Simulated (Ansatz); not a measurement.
# C2H6AlClS, SMILES C[CH2][Al]([SH])[Cl]: energies of removing a hydrogen

Program: Ansatz 0.2.0 through its Python package.

The cells in order, each with its output:

**Cell 1**
```python
import ansatz as az

SETTINGS = {
    "basis_set": "def2-SVPD",
    "xc": "b3lyp",
}
```

**Cell 2**
```python
def single_point(molecule, charge=0, unpaired=0):
    calc = (
        molecule.calculation()
        .basis(gaussian=SETTINGS["basis_set"])
        .functional(SETTINGS["xc"])
    )
    if charge:
        calc = calc.charge(charge)
    if unpaired:
        calc = calc.spin("collinear", total=unpaired)
    report = calc.run().report
    if report["published_state_doubts"]:
        print("  doubts:", report["published_state_doubts"])
    return report["free_energy_ev"]
```

**Cell 3**
```python
GEOMETRY = """
C    -0.28150   -0.35670    1.39770
C     0.65530    0.51710    0.58050
Al    0.19830    0.46950   -1.38530
S     0.26200   -1.50660   -2.46640
Cl   -0.24750    2.32960   -2.46610
H    -0.06540   -0.24720    2.46170
H    -0.26950   -1.37110    1.06370
H    -1.32210    0.09870    1.24880
H     0.62940    1.59240    0.96660
H     1.68820    0.12600    0.75310
H    -1.18180   -1.70870   -2.13380
"""
```

**Cell 4**
```python
def without(molecule, index):
    rest = az.Crystal.molecule()
    for i, site in enumerate(molecule.cartesian_sites):
        if i != index:
            rest = rest.atom(site.symbol, site.position_ang)
    return rest
```

**Cell 5**
```python
geometry = az.Crystal.molecule()
for line in GEOMETRY.strip().splitlines():
    symbol, *xyz = line.split()
    geometry = geometry.atom(symbol, [float(v) for v in xyz])

whole = single_point(geometry, 0)
hydrogen = single_point(az.Crystal.molecule().atom("H", (0, 0, 0)), 0, 1)
print(f"E(molecule) = {whole:.5f} eV, E(H) = {hydrogen:.5f} eV")
for index in [7, 9, 10]:
    radical = single_point(without(geometry, index), 0, 1)
    print(f"H{index}: homolysis {(radical + hydrogen - whole):.3f} eV")
```
Output:
```text
E(molecule) = -32120.75843 eV, E(H) = -13.63995 eV
H7: homolysis 4.662 eV
H9: homolysis 4.616 eV
H10: homolysis 3.567 eV
```

Total energies depend on the basis set; only differences at equal settings carry meaning. The geometry is a force-field or estimated start, not a minimum of this method, and the basis set is short of its limit. All parts are taken at fixed geometry, without zero-point energy. b3lyp holds the VWN-RPA fit, as in Gaussian; the form of ORCA and Turbomole is b3lyp5. Run time: 78 s on 1 thread of Intel(R) Xeon(R) Platinum 8375C CPU @ 2.90GHz (Ice Lake) (shared host), peak memory 0.88 GiB.

(Lines on the test bed's own set-up are left out of the output.)
